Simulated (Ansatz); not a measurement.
# Si₄Ge₂H₁₂: taking an electron away

Aim: the vertical ionisation energy of Si₄Ge₂H₁₂, as cation minus neutral at the neutral's geometry, on several levels, and how well −ε(HOMO) stands in for it.

Computed with Ansatz 0.2.0, Gaussian basis. Level: unrestricted cation, the program's frozen cores in correlated methods.

The runs, in order: UKS PBE-D4/def2-TZVPP; UKS r2SCAN-D4/def2-TZVPP; UKS PBE0-D4/def2-TZVPP; UKS B3LYP-D4/def2-TZVPP; UKS wB97X-V/def2-TZVPP; UKS wB97M-V/def2-TZVPP; UKS B2PLYP/def2-TZVPP; UHF-CCSD(T)/def2-TZVPP; UHF-MP2/def2-QZVPP; extrapolation to the limit; then −ε(HOMO) from the neutral's earlier runs with LDA (SPW92), PBE-D4, revPBE-D4, BLYP-D4, r2SCAN-D4, B97M-V, PBE0-D4, B3LYP-D4, r2SCANh-D4, r2SCAN0-D4, HSE06-D4, BHLYP-D4, CAM-B3LYP-D4, LC-ωPBE, ωB97X-V, ωB97M-V.

## Step 1: The geometry

The geometry comes from an earlier relaxation with PBE0-D4/def2-TZVP; it is a stationary point, not always the lowest conformer.

SMILES `[SiH2]1[SiH2][SiH2][GeH2][GeH2][SiH2]1`, 18 atoms, charge 0, spin multiplicity 1.

Atoms are counted from 1 here; the program's logs count them from 0.

Bond lengths: Si1–Si2 2.345 Å, Si1–Si6 2.337 Å, Si1–H7 1.491 Å, Si1–H8 1.490 Å, Si2–Si3 2.343 Å, Si2–H9 1.490 Å, Si2–H10 1.490 Å, Si3–Ge4 2.380 Å, Si3–H11 1.489 Å, Si3–H12 1.490 Å, Ge4–Ge5 2.434 Å, Ge4–H13 1.541 Å, Ge4–H14 1.540 Å, Ge5–Si6 2.386 Å, Ge5–H15 1.541 Å, Ge5–H16 1.541 Å, Si6–H17 1.489 Å, Si6–H18 1.490 Å. Angles: Si2–Si1–Si6 109.0°, Si2–Si1–H7 108.7°, Si2–Si1–H8 110.5°, Si6–Si1–H7 108.0°, Si6–Si1–H8 112.5°, H7–Si1–H8 108.2°, Si1–Si2–Si3 110.6°, Si1–Si2–H9 109.3°, Si1–Si2–H10 109.6°, Si3–Si2–H9 109.7°, Si3–Si2–H10 109.4°, H9–Si2–H10 108.2°, Si2–Si3–Ge4 109.0°, Si2–Si3–H11 110.8°, Si2–Si3–H12 108.9°, Ge4–Si3–H11 112.1°, Ge4–Si3–H12 107.7°, H11–Si3–H12 108.2° and more.

## Step 2: Cation, UKS PBE-D4/def2-TZVPP

File in.yaml:

```yaml
crystal:
  periodic: [false, false, false]
  atoms:
    - {symbol: Si, position_ang: [0.579896, 1.944906, 0.722962]}
    - {symbol: Si, position_ang: [2.144604, 0.203938, 0.864915]}
    - {symbol: Si, position_ang: [1.240277, -1.789743, 0.028938]}
    - {symbol: Ge, position_ang: [-0.215975, -1.279741, -1.782785]}
    - {symbol: Ge, position_ang: [-2.167804, -0.145184, -0.872084]}
    - {symbol: Si, position_ang: [-1.558462, 1.074883, 1.085670]}
    - {symbol: H, position_ang: [0.618682, 2.510525, -0.656193]}
    - {symbol: H, position_ang: [0.921901, 3.032808, 1.681570]}
    - {symbol: H, position_ang: [2.543867, 0.015658, 2.288315]}
    - {symbol: H, position_ang: [3.361970, 0.560447, 0.082965]}
    - {symbol: H, position_ang: [2.320220, -2.735058, -0.369031]}
    - {symbol: H, position_ang: [0.426035, -2.434700, 1.097661]}
    - {symbol: H, position_ang: [0.498848, -0.334937, -2.768185]}
    - {symbol: H, position_ang: [-0.641046, -2.540798, -2.557608]}
    - {symbol: H, position_ang: [-2.739469, 0.823177, -1.925113]}
    - {symbol: H, position_ang: [-3.254077, -1.186880, -0.542849]}
    - {symbol: H, position_ang: [-2.560061, 2.138638, 1.373982]}
    - {symbol: H, position_ang: [-1.519416, 0.142071, 2.246872]}
basis:
  gaussian: {orbitals: def2-TZVPP}
total_charge: 1
magnetization: {spin_polarized: true, initial_magnetization: 1}
hamiltonian: {xc: pbe, dispersion: d4}
```

After this run come: Cation, UKS r2SCAN-D4/def2-TZVPP; Cation, UKS PBE0-D4/def2-TZVPP; Cation, UKS B3LYP-D4/def2-TZVPP; Cation, UKS wB97X-V/def2-TZVPP; Cation, UKS wB97M-V/def2-TZVPP; Cation, UKS B2PLYP (frozen core)/def2-TZVPP; Cation, UHF-CCSD(T)/def2-TZVPP; Cation, UHF-MP2/def2-QZVPP.

Q: Predict the results of all the runs planned. Wanted: ionisation energy, CCSD(T)/CBS; nearest functional by difference; nearest −ε(HOMO); −ε(HOMO) of PBE; T1 of the cation.

**Answer**, as computed:

```
                        quantity               value
  ionisation energy, CCSD(T)/CBS             9.45 eV
nearest functional by difference  ωB97X-V (-0.05 eV)
                nearest −ε(HOMO)  ωB97M-V (+0.09 eV)
                 −ε(HOMO) of PBE             6.61 eV
                T1 of the cation               0.026
```

What this shows: Energy differences with functionals land within 0.68 eV of the reference. −ε(HOMO) of PBE misses by 2.8 eV, since self-interaction lifts the level. Among orbital estimates ωB97M-V comes nearest. Hartree-Fock falls 0.76 eV short, as the neutral has more correlation energy than the cation. Correlated methods include outer-core shells of Ge, which these sets cover unevenly. With outer-core shells in play the last digit of the reference is unsure.
